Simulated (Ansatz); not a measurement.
# CBrCl2F (bromodichlorofluoromethane): HF/3-21G

What is the electronic atomisation energy of CBrCl2F (bromodichlorofluoromethane) at HF/3-21G? 

The calculation is run with Ansatz 0.2.0.

73 further runs of the same task are left out: 1 that didn't finish, 72 set aside as unsound or not needed.

### 1 The system as given

The species is CBrCl2F (5 atoms), meant as a singlet with charge 0. SMILES: `FC(Cl)(Cl)Br`. The shape is that of a PBE0-D4/def2-TZVP optimisation.

Bond lengths: F1–C2 1.332 Å, C2–Cl3 1.756 Å, C2–Cl4 1.756 Å, C2–Br5 1.940 Å. Angles: F1–C2–Cl3 108.7°, F1–C2–Cl4 108.7°, F1–C2–Br5 108.1°, Cl3–C2–Cl4 110.6°, Cl3–C2–Br5 110.4°, Cl4–C2–Br5 110.4°.

### 2 A single-point energy at HF/3-21G

The input, job.yaml:

```yaml
crystal:
  periodic: [false, false, false]
  atoms:
    - {symbol: F, position_ang: [-0.145400, 0.066000, 1.392100]}
    - {symbol: C, position_ang: [-0.007200, -0.045400, 0.072100]}
    - {symbol: Cl, position_ang: [1.255600, -1.218600, -0.263900]}
    - {symbol: Cl, position_ang: [-1.537300, -0.570800, -0.611000]}
    - {symbol: Br, position_ang: [0.484000, 1.695200, -0.630600]}
basis:
  gaussian: {orbitals: 3-21G-spherical.json}
hamiltonian: {xc: hf}
accuracy: high
output: {orbitals: {seedname: orbitals}}
```

The basis set 3-21G is read from a file made from the Basis Set Exchange's data (not shown).

On the command line:

```
$ ansatz run job.yaml --threads 1 --pin off --max-ram 3480MiB --events-out events.jsonl --progress --plain --runs-dir runs
```

What it wrote:

```text
Warning: RAYON_NUM_THREADS=1 ignored (pool sized by the plan → 1); use --threads N
Functional definition: HF
  name "HF"
  exchange = exact_x
  correlation = 0
1334 factors; integrals over basis functions are off by at most 4.8e-9 eV
mean field evaluation 1: about -98258.3112 eV, gradient 4.1e1 eV
mean field evaluation 2: about -98258.7071 eV, gradient 4.1e1 eV
mean field evaluation 4: about -98263.8687 eV, gradient 2.4e0 eV
mean field evaluation 8: about -98263.9034 eV, gradient 1.6e-1 eV
mean field evaluation 16: about -98263.9035 eV, gradient 3.9e-8 eV
mean field -98263.90351695 eV, -3611.1318485818 hartree, gradient 3.9e-8 eV, S^2 0.000000; 0 other end points of the search recorded, 0 dependent functions left out
reference -98263.90351695 eV, -3611.1318485818 hartree; 42, 42 occupied and 24, 24 virtual orbitals, 1334 factors
Total energy: -98263.90351695 eV, -3611.1318485818 hartree
```

Run time: 1.1 s. Hardware: 1 thread of Arm Neoverse V2, shared host; peak memory 0.18 GiB.

### 3 The Br atom

The input, molecule.yaml:

```yaml
crystal:
  periodic: [false, false, false]
  atoms:
    - {symbol: Br, position_ang: [0.000000, 0.000000, 0.000000]}
basis:
  gaussian:
    orbitals: 3-21G-spherical.json
accuracy: high
magnetization:
  spin_polarized: true
  initial_magnetization: 1
hamiltonian:
  xc: hf
```

The basis set 3-21G is read from a file made from the Basis Set Exchange's data (not shown).

On the command line:

```
$ ansatz run molecule.yaml --threads 1 --pin off --max-ram 3480MiB --events-out events.jsonl --progress --plain --runs-dir runs
```

What it wrote:

```text
Warning: RAYON_NUM_THREADS=1 ignored (pool sized by the plan → 1); use --threads N
[... 4 set-up lines as earlier in the session ...]
182 factors; integrals over basis functions are off by at most 4.8e-9 eV
mean field evaluation 1: about -69662.0699 eV, gradient 1.9e0 eV
mean field evaluation 2: about -69662.0830 eV, gradient 1.9e0 eV
mean field evaluation 4: about -69662.1070 eV, gradient 1.6e-1 eV
mean field evaluation 8: about -69662.1075 eV, gradient 3.9e-4 eV
mean field evaluation 16: about -69662.1060 eV, gradient 3.6e-1 eV
mean field evaluation 32: about -69662.1075 eV, gradient 5.6e-4 eV
mean field -69662.10749738 eV, -2560.0352318563 hartree, gradient 3.4e-8 eV, S^2 0.750128; 0 other end points of the search recorded, 0 dependent functions left out
reference -69662.10749738 eV, -2560.0352318563 hartree; 18, 17 occupied and 4, 5 virtual orbitals, 182 factors
Total energy: -69662.10749738 eV, -2560.0352318563 hartree
```

It took 0.1 s on 1 thread of Arm Neoverse V2, shared host.

### 4 The C atom

The input, molecule.yaml:

```yaml
basis:
  gaussian: {orbitals: 3-21G.json}
crystal:
  periodic: [false, false, false]
  atoms:
    - {symbol: C, position_ang: [0.000000, 0.000000, 0.000000]}
magnetization: {spin_polarized: true, initial_magnetization: 2}
hamiltonian: {xc: hf}
accuracy: high
```

The basis set 3-21G is read from a file made from the Basis Set Exchange's data (not shown).

Run the same way, it converges to -37.48107 Eh (log not shown).

### 5 The Cl atom, same level

The input, job.yaml:

```yaml
crystal:
  periodic: [false, false, false]
  atoms:
    - symbol: Cl
      position_ang: [0.000000, 0.000000, 0.000000]
basis:
  gaussian:
    orbitals: 3-21G.json
total_charge: 0
magnetization:
  spin_polarized: true
  initial_magnetization: 1
hamiltonian:
  xc: hf
accuracy: high
```

The basis set 3-21G is read from a file made from the Basis Set Exchange's data (not shown).

Run the same way, it converges to -457.27655 Eh (log not shown).

### 6 The F atom

The input, in.yaml:

```yaml
basis:
  gaussian: {orbitals: 3-21G.json}
crystal:
  periodic: [false, false, false]
  atoms:
    - {symbol: F, position_ang: [0.000000, 0.000000, 0.000000]}
magnetization: {spin_polarized: true, initial_magnetization: 1}
hamiltonian: {xc: hf}
accuracy: high
```

The basis set 3-21G is read from a file made from the Basis Set Exchange's data (not shown).

Run the same way, it converges to -98.84501 Eh (log not shown).

### 7 Summary of results

Level: HF/3-21G.

| quantity | value |
| --- | --- |
| molecule: total energy | -3611.13185 Eh |
| molecule: HOMO energy | -11.93 eV |
| molecule: LUMO energy | 2.07 eV |
| molecule: HOMO–LUMO gap | 14.00 eV |
| Br atom: total energy | -2560.03523 Eh |
| Br atom: ⟨S²⟩ | 0.750 |
| C atom: total energy | -37.48107 Eh |
| C atom: ⟨S²⟩ | 2.001 |
| Cl atom: total energy | -457.27655 Eh |
| Cl atom: ⟨S²⟩ | 0.750 |
| F atom: total energy | -98.84501 Eh |
| F atom: ⟨S²⟩ | 0.750 |
| electronic atomisation energy | 5.917 eV |

In words: Taking the molecule apart into free atoms costs 5.92 eV (571 kJ/mol), before zero-point energy and without spin-orbit coupling. Hartree–Fock lacks the correlation of the bonding pairs, which as a rule makes this value much too low; in minimal bases other errors can mask that. The basis has no polarisation functions, which makes bonds too weak.
